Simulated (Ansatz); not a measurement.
What does this script print? It uses the Python package of Ansatz (0.2.0).

Script `h5pssi2.py`:
```python
import ansatz as az
from ase import Atoms


def single_point(molecule, charge=0, unpaired=0):
    calc = molecule.calculation().basis(gaussian="def2-SVPD").functional("r2SCAN", dispersion="d3bj")
    if charge:
        calc = calc.charge(charge)
    if unpaired:
        calc = calc.spin("collinear", total=unpaired)
    return calc.run(threads=1, pin="off").report["free_energy_ev"]

atoms = Atoms(["S", "Si", "Si", "P", "H", "H", "H", "H", "H"], positions=[
    (-2.1956, 1.2776, -0.0255),
    (-0.3236, 0.7213, 0.6282),
    (0.2335, -1.4103, 0.4402),
    (0.8124, -0.003, -1.2052),
    (-1.9027, 1.5065, -1.3385),
    (0.54, 1.8245, 1.1664),
    (1.5634, -1.8939, 1.0604),
    (-0.6881, -2.4029, -0.0081),
    (2.0494, 0.334, -0.7348),
])
geometry = az.Crystal.molecule_from_ase(atoms)

parent = single_point(geometry, 0, 0)
cation = single_point(geometry, 1, 1)
print(f"E(N)   = {parent:.5f} eV")
print(f"E(N-1) = {cation:.5f} eV  (1 unpaired)")
print(f"vertical ionisation energy {cation - parent:.3f} eV")
anion = single_point(geometry, -1, 1)
print(f"E(N+1) = {anion:.5f} eV  (1 unpaired)")
print(f"vertical electron affinity {parent - anion:.3f} eV" + ("" if anion < parent else " (unbound in this basis)"))
print(f"fundamental gap IP - EA = {cation + anion - 2 * parent:.3f} eV")
```

Output of `python h5pssi2.py`:
```text
DeckWarning: the engine holds no damping parameters fitted to this dispersion correction and functional, so the run takes those fitted to r2scan beside the three-body term, which d3bj leaves out (hamiltonian.dispersion, under Limitations)
E(N)   = -35947.07446 eV
E(N-1) = -35938.48910 eV  (1 unpaired)
vertical ionisation energy 8.585 eV
E(N+1) = -35946.84768 eV  (1 unpaired)
vertical electron affinity -0.227 eV (unbound in this basis)
fundamental gap IP - EA = 8.812 eV
```
(Warnings from the package without file and line.)

At this unrelaxed geometry removing an electron costs 8.59 eV and an added one is unbound in this basis (by 0.23 eV).

What to keep in mind:
- Total energies depend on the basis set; only differences at equal settings carry meaning.
- The geometry is a force-field or estimated start, not a minimum of this method, and the basis set is short of its limit. All parts are taken at fixed geometry, without zero-point energy. At an unrelaxed start these energies can be a whole eV from those at the minimum, and a small affinity can change sign.
- A negative electron affinity means that the anion is unbound here; its size hangs on the basis and tends to about zero as the basis grows, and so does its part in any gap built on it.
- A dispersion term here runs with damping parameters fitted for another variant or functional.
- The whole script took 51 s on 1 thread of Intel(R) Xeon(R) 6975P-C (Granite Rapids) (shared host), peak memory 0.42 GiB.

(Lines on the test bed's own set-up are left out of the output.)
